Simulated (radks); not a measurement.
# Spin polarisation of the 6p shell in Bi

The task here is to estimate one member of a computed series from the others.

Program: radks (a radial shooting solver on a logarithmic mesh, Libxc functionals) version 1. Level of theory: non-relativistic Kohn-Sham, TPSS, spin-polarised, spherical densities, point nucleus. These are calculated values, not measurements, unless marked.

## What is computed

| Property | Result |
| --- | --- |
| element | bismuth (Z = 83) |
| charge | 0 |
| electrons | 83 |
| configuration | [Hg] 6p(up 1.5, down 1.5) |

A shell typed twice in an input gives spin up, then spin down.

The first run:

Settings of this run:

```text
Z 83
configuration [Hg] 6p1.5 6p1.5
relativity non-relativistic
functional tpss,tpss
spin polarised
nucleus point
```

Steps of the session up to this table: No moment.

One of the session's tables, all rows but one given; the rest of the session is left out.

It belongs to the step «No moment». From the orbitals of this run (lengths in bohr):

```
level     <r>  outermost maximum (interpolated)  90 % within  nodes
   4p  0.4219                             0.394        0.609      2
   4d       ?                                 ?            ?      ?
   4f  0.4319                             0.338        0.680      0
   5s  0.9266                             0.857         1.32      4
   5p  0.9899                             0.898         1.42      3
   5d   1.212                              1.02         1.81      2
   6s   2.473                              2.13         3.62      5
   6p   3.100                              2.54         4.66      4
```

Estimate the missing values for 4d.

As computed: <r>: 0.4252; outermost maximum (interpolated): 0.385; 90 % within: 0.631; nodes: 1. In the column «<r>» it lies between 4p (0.4219) and 4f (0.4319).
